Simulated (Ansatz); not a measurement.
This Ansatz 0.2.0 run on AlSn needs a look.

File input.yaml:

```yaml
crystal:
  lattice:
    - [4.1981056157, 0.0, 0.0]
    - [-2.0990528078, 3.6356661109, 0.0]
    - [0.0, 0.0, 3.306847]
  atoms:
    - { symbol: Sn, position: [0.3333333333, 0.6666666667, 0.5] }
    - { symbol: Al, position: [0.0, 0.0, 0.0] }
hamiltonian:
  xc: pbesol
  pseudopotentials: { kind: paw }
kpoints:
  mp_grid: { grid: [7, 6, 9] }
  band_path:
    path:
      - [[0.0, 0.0, 0.0], [0.5, 0.0, 0.0], [0.3333333333, 0.3333333333, 0.0], [0.0, 0.0, 0.0], [0.0, 0.0, 0.5], [0.5, 0.0, 0.5], [0.3333333333, 0.3333333333, 0.5], [0.0, 0.0, 0.5]]
      - [[0.5, 0.0, 0.5], [0.5, 0.0, 0.0]]
      - [[0.3333333333, 0.3333333333, 0.0], [0.3333333333, 0.3333333333, 0.5]]
    npoints: 14
scf:
  occupations: { method: fermi_dirac, width: 0.05 }
  n_extra_bands: 6
  max_iter: 75
output:
  forces: true
  stress: true
  eigenvalues: true
  fatbands: false
```

Potentials or basis: Ansatz PAW.

Launch:

```sh
$ ansatz run input.yaml --threads 2 --pin off --max-ram 5632MiB --backend cpu --events-out ev --progress --plain --runs-dir out
```

Output:

```text
Warning: crystal.symmetry: narrowed to the stabiliser of the k-point mesh — unitary ops 12 → 2; excluded 10 operations that carry a point of the 7×6×9 mesh (shift [0, 0, 0]) off the mesh (the run samples exactly the mesh kpoints.mp_grid names, as under crystal.symmetry.detect: false, and its converged state has the mesh's symmetry, not the crystal's; ε∞, the Born charges and the force constants of a linear response (`dielectric:` by the response, `phonons.method: dfpt`) are averaged over those of the crystal's operations that the state keeps within a tolerance, where `mesh_tensors`, `unaveraged_element` or `gamma_mean_max_change_ev_ang2` stands beside them; a row that `dielectric.field_direction` solves alone is averaged likewise, with nothing beside; a Γ-centred mesh of equal divisions is mapped onto itself by every operation and keeps the whole group, as does a half-shifted one under kpoints.further_shifts: images)
Warning: RAYON_NUM_THREADS=2 ignored (pool sized by the plan → 2); use --threads N
[... 1 line left out ...]
Engine: ansatz 0.2.0, aarch64-unknown-linux-gnu
Pseudopotentials: kind: paw
Pseudopotential: Sn, paw, valence charge 14, recommended cutoff 420 eV (normal), Sn.paw.azcp
Pseudopotential: Al, paw, valence charge 3, recommended cutoff 420 eV (normal), Al.paw.azcp
Functional definition: PBEsol
  exchange = pbesol_x
  correlation = pbesol_c
Crystal: 2 atoms, lattice volume = 50.472 Å³
Basis set: ecut = 420 eV, 953 PW (Γ), exchange–correlation on 60×60×48 points (8 copies of the dense FFT grid, shifted against one another)
Bands: 15, of which v1, the nominal top of the filled ones, is band 9 counted from 1 (8 counted from 0)
Symmetry: 2 space group operations
[... 29 lines left out ...]
--- Per-component energies (eV) ---
  E_band       = -109.913795
  E_kinetic    = 207.739284
  E_local      = -1144.159320  (includes V_loc(G=0)·N_el)
  E_nonlocal   = -19.889631
  E_hartree    = 664.795048
  E_xc         = -417.365520
  E_vxc        = -124.463148  (∫ρ·V_xc dr)
  E_paw        = -4519.971252  (= ΣΔE_a)
  E_vpaw       = -358.743908  (= ΣTr[D̂ρ^β])
  E_aug_tail   = -0.000003  (compensation charges beyond the density's cutoff)
  E_ewald      = -1245.349068
  E_core_change = 0.303979  (= ΣΔE_core)
  E_smearing   = -0.011993  (= −TS)
  E_closure    = -0.000000  (closes the sum)
  Σ components = -6473.908475   (vs F -6473.908475, Δ=0.00e0)
--- Forces (eV/Å), atoms counted from 1 ---
  atom   1  Sn    -0.00884849     0.01180164     0.00000000
  atom   2  Al     0.00883948    -0.01178607     0.00000000
  max |Σ_I F_I| component: 1.56e-5 eV/Å
--- Stress (GPa, compression-positive) ---
       -1.684251      -0.001768       0.000000
       -0.001767      -1.937516       0.000000
        0.000000       0.000000      -3.427045
  P = ⅓ Tr σ = -2.3496 GPa (-23.496 kbar)
[... 6 lines left out ...]
```

Task: What happened, and what is wrong with the input?

Result: The run converged. The input holds a flaw that was put in on purpose: a mesh that breaks the symmetry (kpoints.mp_grid.grid = 7 × 6 × 9). The program doesn't stop on it, so the numbers can't be trusted though the run ends normally.

A sound run on the same cell differs in these lines of the main input:
```diff
@@ -13 +13 @@
-  mp_grid: { grid: [7, 6, 9] }
+  mp_grid: { grid: [7, 7, 8] }
@@ -23 +22,0 @@
-  max_iter: 75
@@ -28 +27 @@
-  fatbands: false
+  fatbands: true
```
